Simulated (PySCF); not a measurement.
# C6H8O2: the cost of one run

Programs: PySCF 2.14.0, with routines of our own; each step states its level. All values are computed. Atoms count from 0.

## 1. The starting structure

16 atoms, charge 0, multiplicity 1; geometry from: GFN2-xTB.

## 2. Vibronic structure: TDDFT HF/6-31G*

Job settings and geometry (Å):

```
{"job": {"kind": "vib", "xc": "HF", "basis": "6-31G*", "tda": false}, "charge": 0, "multiplicity": 1}
C     -2.575573     0.138861    -0.104117
C     -1.538282    -0.984245    -0.066180
C     -0.366790    -0.553174     0.788876
O     -0.362417    -0.549795     1.992666
O      0.653298    -0.150863     0.028346
C      1.832744     0.329546     0.677460
C      2.628107     1.358361    -0.042090
C      3.119728     0.150052    -0.042876
H     -2.153725     1.029634    -0.564140
H     -2.895670     0.386201     0.905215
H     -3.443156    -0.173194    -0.680227
H     -1.184694    -1.210273    -1.071729
H     -1.979596    -1.875643     0.380890
H      1.736160     0.289091     1.756208
H      2.665837     2.373649    -0.350686
H      3.856430    -0.549261    -0.351543
```

Level: TDDFT HF/6-31G* vertical-gradient vibronic structure (displaced harmonic oscillators, Condon), gas phase.

On the command line:

```
OMP_NUM_THREADS=1 python excited_run.py task.json out
```

The driver reads the jobs from task.json and runs them one after another.

**Question.** How long does this first job take on 1 thread of Arm Neoverse V2, shared host, and how much memory does it need?

About 9.3 s, with a peak of 0.6 GiB.
